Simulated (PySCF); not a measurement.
**TbOF: other functionals and bases at one geometry**

An exercise on one series of results from a longer session: the logs are not shown, and one member is left open.

The runs use PySCF 2.14.0; several levels, as the steps say, no spin–orbit coupling.

1 further run of the same task is left out (for a known fault of the program).

## The starting structure

3 atoms, charge 0, spin multiplicity 1.

Bond lengths: Tb1–O2 1.832 Å, Tb1–F3 2.041 Å. Angles: O2–Tb1–F3 111.4°.

Coordinates:

```
Tb    0.03157    0.00000   -0.33819
O     1.53424    0.00000    0.71058
F    -1.66773    0.00000    0.79247
```

Formal oxidation states: Tb +3. Each metal's 8 4f electrons lie in its core potential, so multiplicities, spins and levels count the valence alone. An earlier session relaxed this geometry at PBE0, Tb lcecp-1-SVP with ECP54, O def2-SVP, F def2-SVP (singlet, point group Cs).

At PBE0 on the finer grid: E = -211.325652 Eh, HOMO -6.64 eV, LUMO -2.36 eV, Mulliken charge on Tb1 +0.91 e, largest force component 0.012 eV/Å. 

Levels to run: r2SCAN; BP86; PBE0, TZVP. Hardware: 2 threads of Arm Neoverse V1, shared host.

The first run:

The input, run.py (the lines that set the calculation):

```python
mol = gto.M(atom='''
Tb     0.03157     0.00000    -0.33819
O      1.53424     0.00000     0.71058
F     -1.66773     0.00000     0.79247''',
    basis={'Tb': 'lcecp-1-SVP', 'O': 'def2-SVP', 'F': 'def2-SVP'},
    ecp={'Tb': 'lcecp-1-SVP'},
    charge=0, spin=0)
mf = dft.RKS(mol, xc='R2SCAN')
mf.grids.atom_grid = (75, 302)  # f atoms: unpruned, at least (60, 302)
mf = mf.density_fit()  # fitting sets: Tb AutoAux, O def2-universal-JKFIT, F def2-universal-JKFIT
mf.conv_tol = 1e-08; mf.max_cycle = 55
mf.kernel(dm0)  # dm0: the density of the relaxed state
```

Launch:

```console
$ OMP_NUM_THREADS=2 python run.py
```

Among the steps run: r2SCAN; BP86; PBE0, TZVP.

One table of the session follows, with a row left open; its other results are not shown here.

| level | HOMO (eV) | gap (eV) | charge on Tb1 (e) | dipole (D) | largest force component (eV/Å) |
| --- | --- | --- | --- | --- | --- |
| PBE0 (relaxed here) | -6.64 | 4.29 | 0.91 | 7.61 | 0.01 |
| r2SCAN | -5.41 | 2.94 | 0.89 | 7.39 | 0.49 |
| BP86 | ? | ? | ? | ? | ? |
| PBE0, TZVP | -6.63 | 4.29 | 1.29 | 7.86 | 0.21 |

**Question.** Estimate the row for BP86.

**Answer.** HOMO (eV): -5.31; gap (eV): 2.47; charge on Tb1 (e): 0.76; dipole (D): 6.97; largest force component (eV/Å): 0.77. In the column «HOMO (eV)» it is the highest.

In one basis the HOMO–LUMO gap runs from 2.47 eV (BP86) to 4.29 eV (PBE0). The largest leftover force, 0.77 eV/Å with BP86, stands at a geometry relaxed at another level. With 4f in the core, its levels are missing from HOMO and gap, and its count is fixed, so no charge can pass from the ligands into it. Total energies of different levels can't be compared.
